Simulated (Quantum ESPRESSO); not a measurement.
Co2Ge: single point with PBEsol

The system is Co2Ge.

```
Ge Co
1.0
     4.00528    0.00000    0.00000
    -2.00264    3.46867    0.00000
     0.00000    0.00000    5.01505
Ge Co
2 4
Direct
  0.66667 0.33333 0.75000
  0.33333 0.66667 0.25000
  0.33333 0.66667 0.75000
  0.00000 0.00000 0.00000
  0.00000 0.00000 0.50000
  0.66667 0.33333 0.25000
```

The cell is a database's computed one.

```yaml
Program: Quantum ESPRESSO 7.5
Task: single point
Functional: PBEsol
Potentials_or_basis: GBRV 1.5 PBEsol
Cutoff: 762 eV
Density_cutoff: 6095 eV
k_mesh: 8 × 8 × 6
Occupations: fermi-dirac, width 0.05 eV
Spin: collinear spin, ferromagnetic start
Starting_moments: "[0.0, 0.0, 2.0, 2.0, 2.0, 2.0] μB"
```

| Quantity | Value |
| --- | --- |
| Pressure | -8.5 GPa |
| Band gap on the k mesh | none (metal or under the smearing width) |
| Net moment | 1.89 μB per cell |
| Absolute moment | 2.20 μB per cell |
| Site moments | Ge -0.02; Co +0.28, +0.73 μB |
| Valence electrons inside the program's atomic spheres | Ge 11.54; Co 15.32, 15.20 |

Stress tensor (GPa, compression positive):
```
-8.59  0.00  0.00
 0.00 -8.59  0.00
 0.00  0.00 -8.36
```

Levels at points of the mesh, in eV from the Fermi level:
Spin up:
```csv
k point,band 46,band 47,band 48,band 49,band 50,band 51
"(0.00, 0.00, 0.00)",-0.27,-0.07,-0.07,0.54,2.71,3.36
"(0.00, 0.00, -0.50)",-0.54,-0.54,-0.54,1.99,1.99,3.87
"(0.00, -0.50, 0.00)",-0.74,-0.72,-0.66,-0.27,-0.11,-0.04
"(0.00, -0.50, -0.50)",-1.00,-0.70,-0.70,-0.25,-0.25,1.52
```
Spin down:
| k point | band 44 | band 45 | band 46 | band 47 | band 48 | band 49 | band 50 | band 51 | band 52 | band 53 |
| --- | --- | --- | --- | --- | --- | --- | --- | --- | --- | --- |
| (0.00, 0.00, 0.00) | -0.14 | -0.14 | -0.07 | 0.63 | 0.63 | 1.35 | 2.77 | 3.38 | 3.73 | 3.73 |
| (0.00, 0.00, -0.50) | -0.24 | -0.03 | -0.03 | -0.03 | -0.03 | 2.09 | 2.09 | 4.10 | 4.10 | 4.10 |
| (0.00, -0.50, 0.00) | -0.52 | -0.30 | -0.21 | -0.11 | -0.07 | 0.01 | 0.56 | 0.68 | 1.76 | 2.73 |
| (0.00, -0.50, -0.50) | -0.51 | -0.46 | -0.46 | -0.11 | -0.11 | 0.27 | 0.27 | 1.96 | 1.96 | 3.44 |

Wall time 5.3 min on 2 MPI ranks on Arm Neoverse V2, on a shared host, peak memory 0.68 GiB a rank.
